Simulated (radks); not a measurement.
**S⁷⁺ in [He] 2s2 2p4 3d1: an all-electron calculation**

One table from this session's results is given with a row withheld; the runs are named, their logs left out.

The numbers are computed with radks (a radial shooting solver on a logarithmic mesh, Libxc functionals) version 1 (scalar-relativistic Kohn-Sham, LDA (Slater exchange, Perdew-Zunger correlation), spin-polarised, spherical densities, finite nucleus; open shells are filled with parallel spins first), except any that are marked as measured or tabulated.

**Starting point**

* element: sulfur (Z = 16)
* charge: +7
* electrons: 9
* configuration: [He] 2s2 2p4 3d1
* nuclear rms radius: 3.2611 fm

Outer shells as boxes (Hund's rule):

S⁷⁺
```
[He] core
2s [↑↓]
2p [↑↓][↑ ][↑ ]
3d [↑ ][  ][  ][  ][  ]
```

Set-up of the first run:

Settings of this run:

```text
Z 16
configuration [He] 2s2 2p4 3d1
relativity scalar-relativistic
functional lda,pz
spin polarised
nucleus finite rms 3.2611 fm
c 137.035999084
```

One of the session's tables, all rows but one given; the rest of the session is left out.

It belongs to the step «Radial structure». Radial moments (bohr):

```
  level      <r>  outermost maximum (interpolated)  90 % within
  1s up  0.09703                            0.0635        0.173
1s down  0.09688                            0.0634        0.173
  2s up        ?                                 ?            ?
2s down   0.4558                             0.378        0.708
  2p up   0.4055                             0.308        0.666
2p down   0.4090                             0.310        0.672
  3d up    1.186                             0.999         1.82
3d down    1.211                              1.01         1.87
```

**Question.** Estimate the row for 2s up.

As computed: <r>: 0.4533; outermost maximum (interpolated): 0.376; 90 % within: 0.703. In the column «<r>» it lies between 2p down (0.4090) and 2s down (0.4558).
